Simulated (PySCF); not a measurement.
# [Nd(H2S)2]3+: other functionals and bases at one geometry

Aim: see how levels, charges and forces of [Nd(H2S)2]3+ depend on the level of theory. It is a constructed species; whether it can be made isn't addressed.

Program: PySCF 2.14.0. Level of theory: several levels, as the steps say, no spin–orbit coupling. These are calculated values, not measurements.

4 further runs of the same task are left out: 2 for a known fault of the program, 1 that didn't finish, 1 set aside as unsound or not needed.

## (1) The starting structure

7 atoms, charge 3, spin multiplicity 1.

Bond lengths: Nd1–S2 2.865 Å, Nd1–S5 2.865 Å, S2–H3 1.373 Å, S2–H4 1.372 Å, S5–H6 1.373 Å, S5–H7 1.372 Å. Angles: S2–Nd1–S5 96.4°, Nd1–S2–H3 110.3°, Nd1–S2–H4 110.5°, H3–S2–H4 97.3°, Nd1–S5–H6 110.3°, Nd1–S5–H7 110.5°, H6–S5–H7 97.3°.

As a file:

```xyz
7
charge 3, multiplicity 1
Nd    1.5051    0.0000    0.0000
S    -0.4040    0.1809    2.1282
H     0.2253    0.0762    3.3435
H    -0.8457    1.4726    2.2707
S    -0.4040   -0.1809   -2.1282
H     0.2253   -0.0762   -3.3435
H    -0.8457   -1.4726   -2.2707
```

Formal oxidation states: Nd +3. Each metal's 3 4f electrons lie in its core potential, so multiplicities, spins and levels count the valence alone. An earlier session relaxed this geometry at r2SCAN, Nd lcecp-1-SVP with ECP49, S def2-SVP, H def2-SVP (singlet, point group C2).

At r2SCAN on the finer grid: E = -831.212461 Eh, HOMO -21.61 eV, LUMO -18.59 eV, Mulliken charge on Nd1 +1.97 e, largest force component 0.011 eV/Å. 

Levels to run: revPBE; PBE0; B3LYP; M06-L; r2SCAN, TZVP. Hardware: 2 threads of Arm Neoverse V1, shared host.

## (2) revPBE

Input file run.py (the lines that set the calculation):

```python
mol = gto.M(atom='''
Nd     1.50511     0.00000     0.00000
S     -0.40401     0.18094     2.12824
H      0.22534     0.07618     3.34350
H     -0.84568     1.47259     2.27068
S     -0.40401    -0.18094    -2.12824
H      0.22534    -0.07618    -3.34350
H     -0.84568    -1.47259    -2.27068''',
    basis={'Nd': 'lcecp-1-SVP', 'S': 'def2-SVP', 'H': 'def2-SVP'},
    ecp={'Nd': 'lcecp-1-SVP'},
    charge=3, spin=0)
mf = dft.RKS(mol, xc='PBE_R,PBE')
mf.grids.atom_grid = (75, 302)  # f atoms: unpruned, at least (60, 302)
mf = mf.density_fit()  # fitting sets: Nd AutoAux, S def2-universal-JKFIT, H def2-universal-JKFIT
mf.conv_tol = 1e-08; mf.max_cycle = 55
mf.kernel(dm0)  # dm0: the density of the relaxed state
```

Launch:

```bash
> OMP_NUM_THREADS=2 python run.py
```

## (3) PBE0

run.py (the lines that set the calculation): that of step 2 with these lines changed.

```diff
@@ -11,3 +11,3 @@
     charge=3, spin=0)
-mf = dft.RKS(mol, xc='PBE_R,PBE')
+mf = dft.RKS(mol, xc='PBE0')
 mf.grids.atom_grid = (75, 302)  # f atoms: unpruned, at least (60, 302)
```

## (4) B3LYP

run.py (the lines that set the calculation): that of step 3 with these lines changed.

```diff
@@ -11,3 +11,3 @@
     charge=3, spin=0)
-mf = dft.RKS(mol, xc='PBE0')
+mf = dft.RKS(mol, xc='B3LYP')
 mf.grids.atom_grid = (75, 302)  # f atoms: unpruned, at least (60, 302)
```

## (5) M06-L

run.py (the lines that set the calculation): that of step 4 with these lines changed.

```diff
@@ -11,3 +11,3 @@
     charge=3, spin=0)
-mf = dft.RKS(mol, xc='B3LYP')
+mf = dft.RKS(mol, xc='M06L')
 mf.grids.atom_grid = (75, 302)  # f atoms: unpruned, at least (60, 302)
```

## (6) r2SCAN, TZVP

Basis: Nd lcecp-1-TZVP with ECP49, S def2-TZVP, H def2-TZVP. 

Input file run.py (the lines that set the calculation):

```python
mol = gto.M(atom='''
Nd     1.50511     0.00000     0.00000
S     -0.40401     0.18094     2.12824
H      0.22534     0.07618     3.34350
H     -0.84568     1.47259     2.27068
S     -0.40401    -0.18094    -2.12824
H      0.22534    -0.07618    -3.34350
H     -0.84568    -1.47259    -2.27068''',
    basis={'Nd': 'lcecp-1-TZVP', 'S': 'def2-TZVP', 'H': 'def2-TZVP'},
    ecp={'Nd': 'lcecp-1-TZVP'},
    charge=3, spin=0)
mf = dft.RKS(mol, xc='R2SCAN')
mf.grids.atom_grid = (75, 302)  # f atoms: unpruned, at least (60, 302)
mf = mf.density_fit()  # fitting sets: Nd AutoAux, S def2-universal-JKFIT, H def2-universal-JKFIT
mf.conv_tol = 1e-08; mf.max_cycle = 55
mf.kernel(dm0)  # dm0: free metal ions and neutral atoms
```

Before running it: what results should come out? Wanted: for each run, HOMO; gap; charge on Nd1; dipole; largest force.

**Answer**, as computed:

| level | state | HOMO (eV) | gap (eV) | charge on Nd1 (e) | dipole (D) | largest force (eV/Å) | basis functions | time |
| --- | --- | --- | --- | --- | --- | --- | --- | --- |
| r2SCAN (relaxed here) | singlet | -21.61 | 3.03 | 1.97 | 0.79 | 0.01 | 89 | 27 s |
| revPBE | singlet | -21.37 | 2.51 | 1.89 | 0.27 | 0.24 | 89 | 4.8 s |
| PBE0 | singlet | -22.52 | 4.42 | 1.96 | 0.86 | 0.09 | 89 | 4.3 s |
| B3LYP | singlet | -22.25 | 3.90 | 1.92 | 0.68 | 0.10 | 89 | 4.3 s |
| M06-L | singlet | -21.58 | 3.09 | 2.07 | 1.14 | 0.15 | 89 | 6.9 s |
| r2SCAN, TZVP | singlet | -21.50 | 3.07 | 2.08 | 0.34 | 0.23 | 145 | 19 s |

Times are on 2 threads of Arm Neoverse V1, shared host; the first row also made further properties. The dipole of a charged species depends on the origin, so these sizes hold for this origin alone.

In one basis the HOMO–LUMO gap runs from 2.51 eV (revPBE) to 4.42 eV (PBE0). The largest leftover force, 0.24 eV/Å with revPBE, stands at a geometry relaxed at another level. The Mulliken charge on Nd spans +1.89 to +2.08 e over the levels. With 4f in the core, its levels are missing from HOMO and gap. Total energies of different levels can't be compared. Spin–orbit coupling is left out throughout.
